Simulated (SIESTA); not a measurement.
# CdHgSe2 under changes of volume

One of the cells (29.915 Å³/atom); the others are scaled copies at fixed shape and fractional positions:

```
CELL_PARAMETERS angstrom
4.39313 0.00000 0.00000
0.00000 4.39313 0.00000
0.00000 0.00000 6.20003
ATOMIC_POSITIONS crystal
Hg 0.00000 0.00000 0.00000
Cd 0.50000 0.50000 0.50000
Se 0.50000 0.00000 0.74699
Se 0.00000 0.50000 0.25301
```

The cell comes from a database or a generator and needn't be the stable form of this composition.

```yaml
Program: SIESTA 5.4.2
Functional: PBEsol
Potentials_or_basis: PseudoDojo 0.4 standard (PBEsol files)
Basis: DZP (energy shift 0.003 Ry; two zetas on semicore shells)
Grid_cutoff: 800 Ry
Energy_shift: 0.003 Ry
k_mesh: 6 × 6 × 5
Occupations: fermi-dirac, width 0.05 eV
Spin: no spin polarisation
```

| volume (Å³/atom) | energy over the lowest point (meV/atom) | pressure (GPa) | largest force (eV/Å) |
| --- | --- | --- | --- |
| 27.568 | ? | ? | ? |
| 28.155 | 2.34 | 1.2 | 0.106 |
| 28.741 | 0.00 | 0.1 | 0.093 |
| 29.915 | 6.83 | -1.9 | 0.057 |
| 30.501 | 15.11 | -2.7 | 0.043 |
| 31.088 | 26.17 | -3.4 | 0.029 |

Question: What does the run at 27.568 Å³/atom give?

Answer: Energy over the lowest point 9.10 meV/atom; pressure 2.5 GPa; largest force 0.122 eV/Å.

Worked out: A Birch-Murnaghan fit of order 3 (a polynomial in V^(-2/3)) to the other rows has its minimum at 28.78 Å³/atom with B0 = V·E''(V) = 53 GPa and B' = 5.0 at fixed shape and positions, which overstates the stiffness. It gives 9.19 meV/atom at 27.568 Å³/atom, against the run's 9.10, and -dE/dV = 2.5 GPa, against 2.5.

Energies are extrapolated to zero smearing.

Caveats: short orbitals over semicore shells can move pressures by several GPa; the basis of atomic orbitals isn't converged, which shifts pressures, moduli and gaps.
